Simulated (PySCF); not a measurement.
# C6H8OS: the cost of one run

Computed with PySCF 2.14.0 and routines of our own; the level stands in each step. Atoms count from 0.

## Step 1: The system as given

16 atoms, charge 0, multiplicity 1; geometry from: GFN2-xTB.

## Step 2: Magnetic properties: GIAO HF/pcSseg-1

What the job is given:

```
{"job": {"kind": "mag", "xc": "HF", "basis": "pcSseg-1", "isotopologues": 2}, "charge": 0, "multiplicity": 1}
C      2.319573     0.559946     0.782618
C      1.104577     0.386347     0.281066
C      0.601836    -0.945049    -0.218413
C     -0.745224    -1.248776     0.348939
S     -1.177555    -2.737068     0.827426
C     -1.653938    -0.067808     0.459167
C     -1.057075     1.136335    -0.266636
O      0.235529     1.439599     0.208080
H      3.014639    -0.253946     0.848908
H      2.640468     1.523798     1.130160
H      0.501619    -0.894123    -1.311301
H      1.310961    -1.738303     0.013580
H     -1.775504     0.171702     1.521355
H     -2.645392    -0.305821     0.068802
H     -1.031181     0.946652    -1.350013
H     -1.650932     2.035458    -0.087666
```

With the program's defaults for keys left out, this is: GIAO HF/pcSseg-1 magnetisability, rotational g tensor and spin-rotation constants, non-relativistic, gas phase.

Run with:

```sh
$ OMP_NUM_THREADS=1 python excited_run.py task.json out
```

The driver reads the jobs from task.json and runs them one after another.

Q: Estimate the wall time and peak memory of this first job on 1 thread of Arm Neoverse V1, shared host.

About 16 s, with a peak of 0.8 GiB.
